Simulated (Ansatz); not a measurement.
Predict the output of the script below (the Python package of Ansatz (0.2.0)).

Script `h5o2si2_bend.py`:
```python
import ansatz
from ase import Atoms


def main() -> None:
    atoms = Atoms(["O", "Si", "O", "Si", "H", "H", "H", "H", "H"], positions=[
        [-1.4102, 1.3161, -0.3182],
        [-0.2088, 0.4065, -0.852],
        [1.1138, 1.3718, -0.8955],
        [0.1622, -1.4573, 0.4901],
        [-1.5803, 2.1947, -0.8178],
        [1.4535, 1.7286, -0.0269],
        [-1.1332, -2.2741, 0.5538],
        [1.2173, -2.3008, -0.063],
        [0.4743, -1.0318, 1.9124],
    ])

    first = (
        ansatz.Crystal.molecule_from_ase(atoms).calculation()
        .basis(gaussian="def2-SVP")
        .spin("collinear", total=1)
        .scf(lower_state_search="light")
        .functional("pbe0")
        .relax(force_tolerance=0.02, max_steps=80)
    )
    atoms.positions = first.run().report["positions_ang"]

    rows = []
    for angle in [90, 100, 110, 120, 135, 150, 165, 179]:
        bent = atoms.copy()
        bent.set_angle(1, 2, 5, angle, indices=[5])
        calculation = (
            ansatz.Crystal.molecule_from_ase(bent).calculation()
            .basis(gaussian="def2-SVP")
            .correlation("mp2")
            .spin("collinear", total=1)
            .scf(lower_state_search="light")
        )
        rows.append((angle, calculation.run().report["free_energy_ev"]))
    floor = min(e for _, e in rows)
    for angle, e in rows:
        print(f"angle Si1-O2-H5 = {angle:3d} deg   {1000 * (e - floor):9.1f} meV")


if __name__ == "__main__":
    main()
```

Output of `python h5o2si2_bend.py`:
```text
angle Si1-O2-H5 =  90 deg       263.4 meV
angle Si1-O2-H5 = 100 deg        79.4 meV
angle Si1-O2-H5 = 110 deg         1.5 meV
angle Si1-O2-H5 = 120 deg         0.0 meV
angle Si1-O2-H5 = 135 deg        91.0 meV
angle Si1-O2-H5 = 150 deg       233.3 meV
angle Si1-O2-H5 = 165 deg       362.6 meV
angle Si1-O2-H5 = 179 deg       426.5 meV
```

Reading the output:
- The settings weren't tested for convergence.
- The scan is rigid, and the energies are electronic, in a modest basis. The zero is the lowest point of the grid, which needn't be the minimum.
- The run takes the species as open-shell (spin multiplicity 2), which needn't be its ground state.
- The start is relaxed with a density functional and scanned with the wavefunction method, so it isn't exactly that method's minimum.
- Hardware and time: 100 s on 1 thread of Intel(R) Xeon(R) 6975P-C (Granite Rapids), on a shared host, peak memory 0.33 GiB.
